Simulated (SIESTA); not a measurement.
Crystal: GeCN2.

```
Ge N C
1.0
     1.79379    1.03565    4.92196
    -1.79379    1.03565    4.92196
     0.00000   -2.07129    4.92196
Ge N C
1 2 1
Direct
  0.00000 0.00000 0.00000
  0.58390 0.58390 0.58390
  0.41610 0.41610 0.41610
  0.50000 0.50000 0.50000
```

The cell comes from a database or a generator and needn't be the stable form of this composition.

Base run:

```yaml
Program: SIESTA 5.4.2
Functional: LDA
Potentials_or_basis: PseudoDojo 0.4 standard (LDA files)
Basis: DZP (energy shift 0.003 Ry; two zetas on semicore shells)
Grid_cutoff: 800 Ry
Energy_shift: 0.003 Ry
k_mesh: 9 × 9 × 9
Occupations: fermi-dirac, width 0.05 eV
Spin: no spin polarisation
```

Its results: band gap on the k mesh 1.03 eV, indirect (least direct gap 1.83 eV); pressure -1.7 GPa; largest force 1.606 eV/Å.

**Question.** The run is repeated on the same cell with these changes: functional from LDA to PBE; potentials or basis from PseudoDojo 0.4 standard (LDA files) to PseudoDojo 0.4 standard (PBE files). What comes out?

**Answer.** Band gap on the k mesh 1.16 eV, indirect (least direct gap 2.01 eV); pressure 4.5 GPa; largest force 1.739 eV/Å.

Caveats: the basis of atomic orbitals isn't converged, which shifts pressures, moduli and gaps; forces of over 1 eV/Å show positions far from the minimum, so gaps and moduli don't describe the material at rest.

A k mesh can miss the band edges.
